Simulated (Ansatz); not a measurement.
# MnAu2: the cost of one run

Program: Ansatz 0.2.0. Level of theory: reference: DFT r2SCAN, plane waves, PAW, scalar-relativistic, no spin polarisation. These are calculated values, not measurements.

1 further run of the same task is left out (set aside as unsound or not needed).

### 1 The structure to begin with

Symmetry: Immm, No. 71, orthorhombic system. The conventional cell has a = 2.814 Å, b = 4.010 Å, c = 8.437 Å, α = 90.00°, β = 90.00°, γ = 90.00°. Around Mn (site symmetry mmm) lie 10 Au at 2.75 to 2.98 Å and 2 Mn at 2.81 Å. Au (site symmetry mm2) has 3 Au at 2.48 to 2.81 Å and 4 Mn at 2.75 Å as nearest neighbours.

Coordinates:

```
CELL_PARAMETERS angstrom
0.00000 0.00000 4.00971
2.81448 0.00000 0.00000
1.40724 4.21864 -2.00485
ATOMIC_POSITIONS crystal
Mn 0.00000 0.00000 0.00000
Au 0.35300 0.64700 0.70600
Au 0.64700 0.35300 0.29400
```

### 2 Reference

File input.yaml:

```yaml
crystal:
  lattice:
    - [0.0, 0.0, 4.00970948]
    - [2.81447809, 0.0, 0.0]
    - [1.40723855, 4.21864457, -2.00485424]
  atoms:
    - { symbol: Mn, position: [0.0, 0.0, 0.0] }
    - { symbol: Au, position: [0.353, 0.647, 0.706] }
    - { symbol: Au, position: [0.647, 0.353, 0.294] }
  symmetry: { tolerance: 0.0003 }
kpoints:
  mp_grid: { grid: [7, 7, 7], shift: [0, 0, 0] }
magnetization:
  spin_polarized: false
scf:
  occupations: { method: gaussian, width: 0.2578 }
hamiltonian:
  pseudopotentials: { kind: paw }
  xc: r2scan
basis:
  ecutwfc: 500
output:
  forces: true
  stress: true
  eigenvalues: true
```

Command:

```bash
ansatz run input.yaml --threads 1 --pin off --max-ram 2560MiB --backend cpu --events-out ev --progress --plain --runs-dir out
```

What time and memory should one allow on 1 thread of Arm Neoverse V2, shared host?

About 13 s, with a peak of 0.49 GiB.
